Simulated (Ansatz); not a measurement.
C2H6Ge2, SMILES [GeH3][C]#[C][GeH3]: an atomisation energy, run with the Ansatz DFT code, driven from Python.

Script `c2h6ge2.py`:
```python
from collections import Counter
from dataclasses import dataclass

import ansatz as az


@dataclass(frozen=True)
class Options:
    basis_set: str = "def2-TZVP"
    functional: str = "r2scan0"


settings = Options()


def energy_of(molecule, charge=0, unpaired=0):
    calc = molecule.calculation().basis(gaussian=settings.basis_set).functional(settings.functional)
    if charge:
        calc = calc.charge(charge)
    if unpaired:
        calc = calc.spin("collinear", total=unpaired)
    return calc.run(threads=1).report["free_energy_ev"]

GEOMETRY = """
Ge    1.02130    2.22900   -0.25470
C     0.22530    0.54130   -0.06780
C    -0.27710   -0.55500    0.04620
Ge   -0.91400   -2.27560    0.25600
H     0.16930    3.05430   -1.34870
H     0.90860    3.03770    1.08830
H     2.47640    2.15270   -0.71690
H    -1.85600   -2.58380   -0.96440
H    -1.82620   -2.32120    1.60200
H     0.15560   -3.33060    0.36300
"""


def main() -> None:
    molecule = az.Crystal.molecule()
    for line in GEOMETRY.strip().splitlines():
        symbol, *xyz = line.split()
        molecule = molecule.atom(symbol, [float(v) for v in xyz])

    unpaired = {"Ge": 2, "C": 2, "H": 1}
    counts = Counter(site.symbol for site in molecule.cartesian_sites)
    atom_energy = {s: energy_of(az.Crystal.molecule().atom(s, (0, 0, 0)), 0, unpaired[s]) for s in counts}
    whole = energy_of(molecule, 0, 0)
    for s, e in atom_energy.items():
        print(f"{s:2s} x{counts[s]}  {e:14.5f} eV")
    print(f"C2H6Ge2: {whole:.5f} eV")
    split = sum(counts[s] * e for s, e in atom_energy.items()) - whole
    print(f"atomisation energy (no zero-point term): {split:.3f} eV, {split / sum(counts.values()):.3f} eV an atom")


if __name__ == "__main__":
    main()
```

What does it cost to take this molecule apart into atoms?

32.956 eV from the electronic energies, without the zero-point term.

The output:

`python c2h6ge2.py` gives:
```text
Ge x2    -56514.98414 eV
C  x2     -1029.51733 eV
H  x6       -13.60215 eV
C2H6Ge2: -115203.57193 eV
atomisation energy (no zero-point term): 32.956 eV, 3.296 eV an atom
```

Caveats:
- Total energies depend on the basis set; only differences at equal settings carry meaning.
- The geometry is a force-field or estimated start, not a minimum of this method, and the basis set is short of its limit. All parts are taken at fixed geometry, without zero-point energy.
- Timing: 15 s on 1 thread of Arm Neoverse V2, on a shared host, peak memory 0.54 GiB.
